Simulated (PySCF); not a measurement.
# H4NdO4 (Nd(OH)4): the cost of one run

Program: PySCF 2.14.0. Level of theory: PBE0, Nd lcecp-2-SVP with ECP48, O def2-SVP, H def2-SVP; scalar-relativistic core potentials, no spin–orbit coupling. These are calculated values, not measurements.

1 further run of the same task is left out (for a known fault of the program).

### 1 The starting structure

9 atoms, charge 0, spin multiplicity 1.

Bond lengths: Nd1–O2 2.097 Å, Nd1–O4 2.097 Å, Nd1–O6 2.097 Å, Nd1–O8 2.097 Å, O2–H3 0.966 Å, O4–H5 0.966 Å, O6–H7 0.966 Å, O8–H9 0.966 Å. Angles: O2–Nd1–O4 109.5°, O2–Nd1–O6 109.5°, O2–Nd1–O8 109.5°, O4–Nd1–O6 109.5°, O4–Nd1–O8 109.5°, O6–Nd1–O8 109.5°, Nd1–O2–H3 158.7°, Nd1–O4–H5 158.7°, Nd1–O6–H7 158.7°, Nd1–O8–H9 158.7°.

Geometry (Å):

```tsv
atom	x (Å)	y (Å)	z (Å)
Nd1	0.00000	0.00000	0.00000
O2	1.21050	1.21050	1.21050
H3	1.97760	1.48260	1.73010
O4	-1.21050	-1.21050	1.21050
H5	-1.97760	-1.48260	1.73010
O6	1.21050	-1.21050	-1.21050
H7	1.48260	-1.97760	-1.73010
O8	-1.21050	1.21050	-1.21050
H9	-1.48260	1.97760	-1.73010
```

Formal oxidation states: Nd +4. Each metal's 2 4f electrons lie in its core potential, so multiplicities, spins and levels count the valence alone.

### 2 SCF at the start, singlet

run.py (the lines that set the calculation)

```python
mol = gto.M(atom='''
Nd     0.00000     0.00000     0.00000
O      1.21050     1.21050     1.21050
H      1.97760     1.48260     1.73010
O     -1.21050    -1.21050     1.21050
H     -1.97760    -1.48260     1.73010
O      1.21050    -1.21050    -1.21050
H      1.48260    -1.97760    -1.73010
O     -1.21050     1.21050    -1.21050
H     -1.48260     1.97760    -1.73010''',
    basis={'Nd': 'lcecp-2-SVP', 'O': 'def2-SVP', 'H': 'def2-SVP'},
    ecp={'Nd': 'lcecp-2-SVP'},
    charge=0, spin=0)
mf = dft.RKS(mol, xc='PBE0')
mf.grids.atom_grid = (50, 194)  # f atoms: unpruned, at least (60, 302)
mf = mf.density_fit()  # fitting sets: Nd AutoAux, O def2-universal-JKFIT, H def2-universal-JKFIT
mf.conv_tol = 1e-08; mf.max_cycle = 55
mf.kernel(dm0)  # dm0: free metal ions and neutral atoms
```

The run is started by

```sh
$ OMP_NUM_THREADS=2 python run.py
```

What time and memory should one allow on 2 threads of Arm Neoverse V2, shared host?

About 2.9 s, with a peak of 0.64 GiB.
